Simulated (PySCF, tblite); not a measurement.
# C₇H₃FO₂: geometry, infrared bands and NMR shifts

Aim: predict the infrared bands and NMR shifts of C₇H₃FO₂ (`C#Cc1cocc(F)c1=O`).

Programs: tblite 0.8.0 and PySCF 2.14.0, with density-fitted response routines of our own. Each step states its level of theory. These are calculated values for one molecule in the gas phase, unless marked as measured. Atoms count from 0, in the outputs and in this text.

## (1) Starting geometry

13 atoms, charge 0, multiplicity 1; geometry from: force field or distance geometry start.

Bonds of the start (Å): C0–C1 1.22, C1–C2 1.44, C2–C3 1.37, C3–O4 1.33, O4–C5 1.31, C5–C6 1.39, C6–F7 1.35, C6–C8 1.38, C8–O9 1.24, C8–C2 1.38, C0–H10 1.06, C3–H11 1.09, C5–H12 1.10.

## (2) Optimising the geometry with GFN2-xTB

Job settings and geometry (Å):

```
{"job": {"kind": "relax", "xc": "GFN2-xTB", "basis": "xTB"}, "charge": 0, "multiplicity": 1}
C      3.152500     0.515700    -0.073900
C      1.966200     0.237900    -0.061000
C      0.564300    -0.103500    -0.030600
C      0.134600    -1.398300    -0.183800
O     -1.176000    -1.631600    -0.141500
C     -2.040400    -0.653800     0.002000
C     -1.669100     0.672900     0.146500
F     -2.568100     1.661900     0.311200
C     -0.314700     0.953800     0.131100
O      0.036100     2.138300     0.263200
H      4.176100     0.773200    -0.102500
H      0.830800    -2.223300    -0.300900
H     -3.096700    -0.942700     0.022500
```

Started as:

```console
$ OMP_NUM_THREADS=1 python probes_run.py task.json out
```

This one command runs all jobs of the session in turn.

**Question.** This job is followed by: GFN2-xTB harmonic vibrations, gas phase; GIAO PBE0/pcSseg-1 NMR shielding, non-relativistic, gas phase. What will the session give for the following? strongest single infrared mode (GFN2-xTB); zero-point energy (GFN2-xTB); 13C shifts against TMS (PBE0/pcSseg-1); 1H shifts against TMS (PBE0/pcSseg-1); 17O shifts against H2O (PBE0/pcSseg-1); 19F shifts against CFCl3 (PBE0/pcSseg-1); surface potential, 1st and 99th percentile.

The runs gave:

```
                                 quantity                                              value
strongest single infrared mode (GFN2-xTB)                              1719 cm⁻¹, 389 km/mol
             zero-point energy (GFN2-xTB)                                      48.9 kcal/mol
   13C shifts against TMS (PBE0/pcSseg-1)  170.6, 165.6, 164.5, 148.6, 124.2, 99.1, 77.4 ppm
    1H shifts against TMS (PBE0/pcSseg-1)                               8.10, 8.04, 3.13 ppm
   17O shifts against H2O (PBE0/pcSseg-1)                                   530.1, 219.3 ppm
 19F shifts against CFCl3 (PBE0/pcSseg-1)                                         -164.3 ppm
    surface potential, 1st and 99th percentile                                 -1.90 V and 1.72 V
```

What this shows: The optimisation took 32 steps and gained 0.566 eV; among the close pairs (by a distance rule), C2–C8 changed most, from 1.384 to 1.480 Å. No mode is imaginary among the 33: a minimum at this level. The strongest single mode, at 1719 cm⁻¹, moves mainly C8 and O9. Unscaled tight-binding wavenumbers are off by several per cent, some by more. Its intensities can rank the bands wrongly. At PBE0/pcSseg-1: Shielding is most anisotropic at O9 (span 1169 ppm, paramagnetic term -590 ppm). At PBE0/pcSseg-1, counted by nearest atom on the grid, the HOMO lies on C0 21 %; O9 15 %, the LUMO on C3 27 %; C8 16 %.
